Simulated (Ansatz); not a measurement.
# GaH₄+ (singlet): wave-function methods side by side at scale of all distances = 0.880, cc-pVDZ

An exercise on one series of results from a longer session: the logs are not shown, and one member is left open.

Program: Ansatz 0.2.0, Gaussian basis. Level of theory: cc-pVDZ, core rule «outside noble gas», up to 14 orbitals frozen. These are calculated values, not measurements.

Plan: UHF; CCSD(T) on RHF; BCCD(T) on RHF; CISD; CCSDT(Q) on RHF; CASSCF and MRCISD+Q, 2 electrons in 2 orbitals; CASSCF and NEVPT2, 2 electrons in 2 orbitals; CASSCF and MRCISD+Q, 6 electrons in 8 orbitals; CASSCF and MRCISD+Q(relaxed), 6 electrons in 8 orbitals; CASSCF and NEVPT2, 6 electrons in 8 orbitals; Full CI.

13 further runs of the same task are left out: 6 for a known fault of the program, 7 that didn't finish.

## The system

The geometry derives from a PBE0/def2-TZVP stationary point (not a proven minimum). All distances are scaled together. No spin-orbit coupling is included. The filled d shell of Ga may be among the frozen orbitals whatever the setting's name suggests; the logs give the count.

5 atoms, charge 1, spin multiplicity 1.

Atoms are counted from 1 here; the program's logs count them from 0.

Bond lengths: Ga1–H2 1.344 Å, Ga1–H4 1.344 Å, H3–H5 0.673 Å. Angles: H2–Ga1–H4 169.3°.

The first run:

in.yaml

```yaml
crystal:
  periodic: [false, false, false]
  atoms:
    - {symbol: Ga, position_ang: [0.000000, 0.000000, -0.048570]}
    - {symbol: H, position_ang: [0.000000, 1.338192, -0.174165]}
    - {symbol: H, position_ang: [0.000000, 0.336619, 1.854064]}
    - {symbol: H, position_ang: [0.000000, -1.338192, -0.174165]}
    - {symbol: H, position_ang: [0.000000, -0.336619, 1.854064]}
basis:
  gaussian: {orbitals: cc-pVDZ}
total_charge: 1
magnetization: {spin_polarized: true, initial_magnetization: 0}
hamiltonian: {xc: hf}
output: {orbitals: {seedname: orbitals}}
```

The run is started by

```
> ansatz run in.yaml --threads 1 --pin off --events-out ev --progress --plain --max-ram 2393MiB
```

Steps of the session up to this table: UHF; CCSD(T) on RHF; BCCD(T) on RHF; CISD; CCSDT(Q) on RHF; CASSCF and MRCISD+Q, 2 electrons in 2 orbitals; CASSCF and NEVPT2, 2 electrons in 2 orbitals; CASSCF and MRCISD+Q, 6 electrons in 8 orbitals; CASSCF and MRCISD+Q(relaxed), 6 electrons in 8 orbitals; CASSCF and NEVPT2, 6 electrons in 8 orbitals; Full CI.

One table of the session follows, with a row left open; its other results are not shown here.

| method | from FCI (meV) |
| --- | --- |
| RHF | +2733.1 |
| RMP2 | +646.1 |
| RCCSD | ? |
| RCCSD(T) | +7.1 |
| BCCD(T) | +6.9 |
| RCCSDT | +0.6 |
| RCCSDT(Q) | +0.1 |
| CASSCF pair | +2316.0 |
| NEVPT2 pair | +633.9 |
| CASSCF valence | +1324.9 |
| NEVPT2 valence | +409.2 |
| MRCISD valence | +15.9 |
| MRCISD+Q valence | -14.6 |
| MRCISD+Q(relaxed) valence | -29.8 |
| FCI | 0 |

**Question.** Estimate the row for RCCSD.

The run gave: from FCI (meV): +27.7. In the column «from FCI (meV)» it lies between MRCISD valence (+15.9) and NEVPT2 valence (+409.2).

Not comparable, so not listed: CISD; CASSCF and MRCISD+Q, 2 electrons in 2 orbitals (they don't share determinant, frozen orbitals or solution with the rows shown, or repeat one).

Caveats from the session: MRCISD+Q valence, MRCISD+Q(relaxed) valence fall below full CI: the +Q correction isn't variational, and the cores differ from full CI's. Warnings in the runs' records: passed over end.
